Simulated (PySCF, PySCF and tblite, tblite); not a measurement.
# C₃H₉FP₂Si: a scan of pyramidal angle, part 2 of 3

PySCF and tblite. Atoms count from 0.

### 7 Shieldings, coordinate held at -60.4: PBE0/pcSseg-1 in acetonitrile

What the job is given:

```
{"job": {"kind": "nmr", "xc": "PBE0", "basis": "pcSseg-1", "solvent": "acetonitrile", "every": 1, "pop": false}, "charge": 0, "multiplicity": 1}
C     -1.854557     0.173499     1.057013
C     -0.947504     0.287243    -0.125648
C     -1.397097     0.408354    -1.364120
F     -2.707983     0.454716    -1.669694
Si     0.911807     0.195802     0.197805
P      2.044945     0.132151    -1.794182
P      1.226337    -1.560003     1.584106
H     -1.592179    -0.714076     1.634126
H     -1.727168     1.036909     1.708175
H     -2.897454     0.109748     0.754643
H     -0.779717     0.484957    -2.249792
H      1.303646     1.380904     0.987445
H      3.135420     0.378894    -0.969818
H      1.915990     1.512085    -1.705926
H      2.562028    -1.740060     1.271462
H      0.821755    -2.512791     0.663154
```

Log:

```text
coarse grid: 14800 points
cycle   1  E = -1190.9841666036  dE =  5.717e-01  |g| = 4.779e-01  |ddm| = 3.604e+00
cycle   2  E = -1190.9604351698  dE =  2.373e-02  |g| = 6.039e-01  |ddm| = 7.821e-01
cycle   3  E = -1191.0292793745  dE = -6.884e-02  |g| = 6.849e-02  |ddm| = 4.422e-01
cycle   4  E = -1191.0301766098  dE = -8.972e-04  |g| = 3.210e-02  |ddm| = 8.636e-02
cycle   5  E = -1191.0304132855  dE = -2.367e-04  |g| = 8.182e-03  |ddm| = 3.351e-02
cycle   6  E = -1191.0304247073  dE = -1.142e-05  |g| = 3.598e-03  |ddm| = 1.029e-02
cycle   7  E = -1191.0304273918  dE = -2.684e-06  |g| = 4.427e-04  |ddm| = 3.246e-03
final grid: 129360 points
cycle   8  E = -1191.0773119531  dE = -3.358e-05  |g| = 6.478e-03  |ddm| = 3.046e-02
cycle   9  E = -1191.0773082483  dE =  3.705e-06  |g| = 7.895e-03  |ddm| = 1.331e-02
cycle  10  E = -1191.0773223345  dE = -1.409e-05  |g| = 1.176e-03  |ddm| = 6.989e-03
cycle  11  E = -1191.0773225724  dE = -2.379e-07  |g| = 1.861e-04  |ddm| = 1.092e-03
cycle  12  E = -1191.0773225779  dE = -5.496e-09  |g| = 9.219e-05  |ddm| = 2.022e-04
cycle  13  E = -1191.0773225798  dE = -1.888e-09  |g| = 1.890e-05  |ddm| = 8.716e-05
cycle  14  E = -1191.0773225799  dE = -7.753e-11  |g| = 4.611e-06  |ddm| = 1.879e-05
converged SCF energy = -1191.0773225799

GIAO shielding tensors (ppm)
atom      isotropic    diamagn.    paramagn.     s11        s22        s33       span
  0 C      173.217     245.706     -72.489    155.412    181.213    183.025     27.613
  1 C       67.136     266.197    -199.060    -27.291     58.826    169.874    197.166
  2 C       25.908     251.858    -225.950    -68.931     71.661     74.995    143.926
  3 F      282.105     473.031    -190.926    149.945    275.355    421.015    271.070
  4 Si     359.823     882.746    -522.923    305.919    366.932    406.620    100.701
  5 P      667.427     968.445    -301.018    578.863    676.784    746.633    167.769
  6 P      594.112     968.779    -374.666    526.217    610.053    646.067    119.850
  7 H       30.040      29.808       0.232     23.689     31.107     35.325     11.637
  8 H       30.080      28.706       1.375     25.628     27.653     36.960     11.333
  9 H       29.038      29.301      -0.262     23.527     28.709     34.879     11.353
 10 H       24.977      31.897      -6.920     19.714     25.002     30.214     10.500
 11 H       26.405      30.854      -4.450     22.987     25.049     31.177      8.190
 12 H       30.931      30.064       0.867     25.058     28.340     39.394     14.337
 13 H       30.511      30.696      -0.185     24.534     27.480     39.517     14.983
 14 H       30.202      30.665      -0.463     24.733     27.737     38.135     13.402
 15 H       30.346      31.327      -0.980     25.671     27.774     37.594     11.924
```

Wall time 29 s (1 thread of Intel Xeon Platinum 8488C, shared host); peak memory 1 GiB.

In short: HOMO -7.14 eV, LUMO -0.08 eV; dipole 1.85 D.

### 8 Shieldings, coordinate held at 40.3: PBE0/pcSseg-1 in acetonitrile

What the job is given:

```
{"job": {"kind": "nmr", "xc": "PBE0", "basis": "pcSseg-1", "solvent": "acetonitrile", "every": 1, "pop": false}, "charge": 0, "multiplicity": 1}
C     -1.933997     0.095408     1.026756
C     -0.931968     0.317944    -0.060872
C     -1.277691     0.456039    -1.330709
F     -2.556041     0.422393    -1.755441
Si     0.894454     0.349098     0.441617
P      2.435021     0.626387    -1.148435
P      1.233063    -1.539123     1.630161
H     -1.685256    -0.817150     1.569624
H     -1.900772     0.919526     1.737681
H     -2.941576     0.012150     0.626082
H     -0.594435     0.612054    -2.153850
H      1.140914     1.489337     1.337399
H      2.492717    -0.520792    -1.908060
H      1.960619     1.524661    -2.075314
H      2.606460    -1.533218     1.467281
H      1.050725    -2.390658     0.550352
```

Log:

```text
coarse grid: 14800 points
cycle   1  E = -1190.9874450843  dE =  5.807e-01  |g| = 4.768e-01  |ddm| = 3.614e+00
cycle   2  E = -1190.9661443073  dE =  2.130e-02  |g| = 5.975e-01  |ddm| = 7.867e-01
cycle   3  E = -1191.0326457581  dE = -6.650e-02  |g| = 6.912e-02  |ddm| = 4.340e-01
cycle   4  E = -1191.0335726592  dE = -9.269e-04  |g| = 3.132e-02  |ddm| = 8.619e-02
cycle   5  E = -1191.0337969768  dE = -2.243e-04  |g| = 8.487e-03  |ddm| = 3.326e-02
cycle   6  E = -1191.0338095367  dE = -1.256e-05  |g| = 3.655e-03  |ddm| = 1.063e-02
cycle   7  E = -1191.0338122615  dE = -2.725e-06  |g| = 4.881e-04  |ddm| = 3.193e-03
final grid: 129360 points
cycle   8  E = -1191.0802901931  dE = -3.063e-05  |g| = 6.695e-03  |ddm| = 2.664e-02
cycle   9  E = -1191.0802857934  dE =  4.400e-06  |g| = 8.205e-03  |ddm| = 1.410e-02
cycle  10  E = -1191.0803014004  dE = -1.561e-05  |g| = 1.274e-03  |ddm| = 7.469e-03
cycle  11  E = -1191.0803016902  dE = -2.897e-07  |g| = 1.818e-04  |ddm| = 1.146e-03
cycle  12  E = -1191.0803016957  dE = -5.492e-09  |g| = 9.156e-05  |ddm| = 2.059e-04
cycle  13  E = -1191.0803016975  dE = -1.811e-09  |g| = 2.006e-05  |ddm| = 8.854e-05
cycle  14  E = -1191.0803016976  dE = -8.731e-11  |g| = 4.860e-06  |ddm| = 1.909e-05
converged SCF energy = -1191.0803016976

GIAO shielding tensors (ppm)
atom      isotropic    diamagn.    paramagn.     s11        s22        s33       span
  0 C      173.638     245.746     -72.108    155.743    181.539    183.633     27.891
  1 C       68.166     266.596    -198.430    -27.874     64.037    168.336    196.210
  2 C       24.155     252.163    -228.008    -70.429     70.923     71.971    142.400
  3 F      280.879     473.138    -192.259    146.893    272.532    423.214    276.321
  4 Si     376.180     882.251    -506.070    328.727    388.571    411.243     82.517
  5 P      585.338     969.117    -383.779    499.098    604.595    652.320    153.222
  6 P      613.408     968.439    -355.030    537.770    618.558    683.897    146.127
  7 H       29.989      29.644       0.345     23.649     30.888     35.431     11.781
  8 H       30.056      28.465       1.592     25.524     27.813     36.832     11.308
  9 H       28.983      29.294      -0.311     23.418     28.703     34.827     11.409
 10 H       24.743      32.717      -7.974     19.771     24.890     29.568      9.797
 11 H       26.798      29.884      -3.086     23.171     25.365     31.858      8.687
 12 H       29.824      31.758      -1.933     24.687     27.064     37.721     13.035
 13 H       29.327      31.369      -2.042     23.691     26.169     38.121     14.430
 14 H       30.210      30.103       0.107     24.455     27.804     38.372     13.918
 15 H       30.423      31.457      -1.034     25.619     27.760     37.891     12.272
```

It took 29 s on 1 thread of Intel Xeon Platinum 8488C, shared host; peak memory 1 GiB.

This run: HOMO -6.91 eV, LUMO -0.14 eV; dipole 1.19 D.

### 9 Shieldings, coordinate held at -40.5: PBE0/pcSseg-1 in acetonitrile

What the job is given:

```
{"job": {"kind": "nmr", "xc": "PBE0", "basis": "pcSseg-1", "solvent": "acetonitrile", "every": 1, "pop": false}, "charge": 0, "multiplicity": 1}
C     -1.908663     0.169210     1.071868
C     -0.948839     0.310482    -0.065474
C     -1.338068     0.407021    -1.325376
F     -2.633411     0.399967    -1.697925
Si     0.886232     0.295284     0.372272
P      1.997207     0.243067    -1.559610
P      1.225498    -1.586426     1.568935
H     -1.662244    -0.723876     1.647902
H     -1.824245     1.025086     1.739945
H     -2.935164     0.095682     0.720573
H     -0.679205     0.498353    -2.178948
H      1.151855     1.413974     1.297320
H      3.340389     0.145916    -1.279174
H      1.937469     1.492063    -2.135145
H      2.564161    -1.709268     1.243025
H      0.839218    -2.441049     0.549433
```

Log:

```text
coarse grid: 14800 points
cycle   1  E = -1190.9856963025  dE =  6.004e-01  |g| = 4.777e-01  |ddm| = 3.632e+00
cycle   2  E = -1190.9632255711  dE =  2.247e-02  |g| = 6.019e-01  |ddm| = 7.924e-01
cycle   3  E = -1191.0311484417  dE = -6.792e-02  |g| = 6.905e-02  |ddm| = 4.402e-01
cycle   4  E = -1191.0320732713  dE = -9.248e-04  |g| = 3.148e-02  |ddm| = 8.728e-02
cycle   5  E = -1191.0322997555  dE = -2.265e-04  |g| = 8.338e-03  |ddm| = 3.315e-02
cycle   6  E = -1191.0323117471  dE = -1.199e-05  |g| = 3.618e-03  |ddm| = 1.063e-02
cycle   7  E = -1191.0323144214  dE = -2.674e-06  |g| = 4.799e-04  |ddm| = 3.253e-03
final grid: 129360 points
cycle   8  E = -1191.0792459986  dE = -3.124e-05  |g| = 6.544e-03  |ddm| = 2.846e-02
cycle   9  E = -1191.0792421080  dE =  3.891e-06  |g| = 7.971e-03  |ddm| = 1.344e-02
cycle  10  E = -1191.0792565815  dE = -1.447e-05  |g| = 1.212e-03  |ddm| = 7.134e-03
cycle  11  E = -1191.0792568367  dE = -2.552e-07  |g| = 1.849e-04  |ddm| = 1.107e-03
cycle  12  E = -1191.0792568424  dE = -5.628e-09  |g| = 8.943e-05  |ddm| = 2.080e-04
cycle  13  E = -1191.0792568441  dE = -1.749e-09  |g| = 2.050e-05  |ddm| = 8.698e-05
cycle  14  E = -1191.0792568442  dE = -9.231e-11  |g| = 4.958e-06  |ddm| = 1.923e-05
converged SCF energy = -1191.0792568442

GIAO shielding tensors (ppm)
atom      isotropic    diamagn.    paramagn.     s11        s22        s33       span
  0 C      173.749     245.426     -71.677    155.573    181.374    184.300     28.727
  1 C       69.514     266.254    -196.740    -26.344     65.578    169.309    195.654
  2 C       25.592     251.944    -226.351    -69.580     71.555     74.802    144.382
  3 F      281.866     473.134    -191.269    149.367    275.159    421.070    271.703
  4 Si     381.734     882.287    -500.552    350.415    381.166    413.622     63.207
  5 P      583.486     970.352    -386.867    501.127    599.764    649.566    148.439
  6 P      606.741     968.538    -361.797    534.867    617.320    668.036    133.168
  7 H       30.029      29.527       0.502     23.707     31.027     35.353     11.646
  8 H       30.085      28.415       1.670     25.466     27.745     37.044     11.578
  9 H       29.017      29.158      -0.141     23.465     28.660     34.926     11.461
 10 H       24.898      32.046      -7.148     19.162     25.013     30.520     11.358
 11 H       26.428      29.792      -3.364     22.921     24.504     31.860      8.939
 12 H       29.625      30.568      -0.942     23.728     26.835     38.313     14.585
 13 H       29.375      31.150      -1.775     23.439     26.214     38.473     15.034
 14 H       30.268      30.519      -0.251     24.554     27.897     38.353     13.799
 15 H       30.436      31.242      -0.807     25.674     27.968     37.665     11.991
```

Wall time 28 s (1 thread of Intel Xeon Platinum 8488C, shared host); peak memory 0.91 GiB.

This run: HOMO -6.92 eV, LUMO -0.15 eV; dipole 2.27 D.

### 10 Shieldings, coordinate held at 52.2: PBE0/pcSseg-1 in acetonitrile

What the job is given:

```
{"job": {"kind": "nmr", "xc": "PBE0", "basis": "pcSseg-1", "solvent": "acetonitrile", "every": 1, "pop": false}, "charge": 0, "multiplicity": 1}
C     -1.877134     0.088789     0.980821
C     -0.857107     0.309019    -0.091196
C     -1.188805     0.446780    -1.364809
F     -2.463547     0.413081    -1.800368
Si     0.958510     0.338776     0.452489
P      2.478862     0.560961    -1.201523
P      1.250542    -1.523816     1.698321
H     -1.632711    -0.815472     1.539083
H     -1.862963     0.921737     1.681612
H     -2.876443    -0.007052     0.562799
H     -0.501625     0.600777    -2.184802
H      1.152826     1.484458     1.357799
H      1.916094    -0.411416    -2.011094
H      1.799105     1.576748    -1.848240
H      2.625883    -1.549650     1.553889
H      1.069063    -2.409156     0.646226
```

Log:

```text
coarse grid: 14800 points
cycle   1  E = -1190.9930067903  dE =  5.617e-01  |g| = 4.754e-01  |ddm| = 3.596e+00
cycle   2  E = -1190.9706880903  dE =  2.232e-02  |g| = 5.990e-01  |ddm| = 7.810e-01
cycle   3  E = -1191.0377060412  dE = -6.702e-02  |g| = 6.822e-02  |ddm| = 4.346e-01
cycle   4  E = -1191.0385992786  dE = -8.932e-04  |g| = 3.166e-02  |ddm| = 8.587e-02
cycle   5  E = -1191.0388288295  dE = -2.296e-04  |g| = 8.403e-03  |ddm| = 3.315e-02
cycle   6  E = -1191.0388410941  dE = -1.226e-05  |g| = 3.614e-03  |ddm| = 1.053e-02
cycle   7  E = -1191.0388437819  dE = -2.688e-06  |g| = 4.701e-04  |ddm| = 3.170e-03
final grid: 129360 points
cycle   8  E = -1191.0855759614  dE = -3.291e-05  |g| = 6.512e-03  |ddm| = 3.079e-02
cycle   9  E = -1191.0855717552  dE =  4.206e-06  |g| = 7.980e-03  |ddm| = 1.329e-02
cycle  10  E = -1191.0855864921  dE = -1.474e-05  |g| = 1.237e-03  |ddm| = 7.157e-03
cycle  11  E = -1191.0855867652  dE = -2.731e-07  |g| = 1.906e-04  |ddm| = 1.125e-03
cycle  12  E = -1191.0855867715  dE = -6.316e-09  |g| = 9.014e-05  |ddm| = 2.117e-04
cycle  13  E = -1191.0855867732  dE = -1.723e-09  |g| = 2.169e-05  |ddm| = 8.810e-05
cycle  14  E = -1191.0855867733  dE = -1.025e-10  |g| = 4.524e-06  |ddm| = 2.035e-05
converged SCF energy = -1191.0855867733

GIAO shielding tensors (ppm)
atom      isotropic    diamagn.    paramagn.     s11        s22        s33       span
  0 C      173.182     246.042     -72.861    155.400    180.615    183.530     28.130
  1 C       66.931     266.673    -199.743    -27.846     60.548    168.091    195.937
  2 C       24.363     251.895    -227.532    -69.577     70.114     72.552    142.129
  3 F      280.832     473.303    -192.471    146.567    272.263    423.666    277.099
  4 Si     372.767     882.715    -509.948    319.917    390.312    408.070     88.153
  5 P      612.896     969.172    -356.276    544.274    618.831    675.582    131.308
  6 P      606.283     968.524    -362.241    529.719    614.843    674.288    144.569
  7 H       29.998      29.864       0.134     23.632     31.032     35.331     11.699
  8 H       30.055      28.677       1.379     25.533     27.781     36.852     11.319
  9 H       28.976      29.500      -0.524     23.395     28.697     34.835     11.440
 10 H       24.819      32.694      -7.875     19.769     24.843     29.846     10.078
 11 H       26.843      30.086      -3.243     23.786     24.956     31.786      8.000
 12 H       30.250      32.418      -2.169     25.639     27.545     37.565     11.926
 13 H       29.944      31.844      -1.900     24.225     27.052     38.556     14.331
 14 H       30.247      30.244       0.003     24.559     27.672     38.510     13.951
 15 H       30.405      31.435      -1.030     25.708     27.872     37.634     11.926
```

It took 28 s on 1 thread of Intel Xeon Platinum 8488C, shared host; peak memory 0.91 GiB.

This run: HOMO -7.17 eV, LUMO -0.06 eV; dipole 1.04 D.

[end of part 2 of 3]
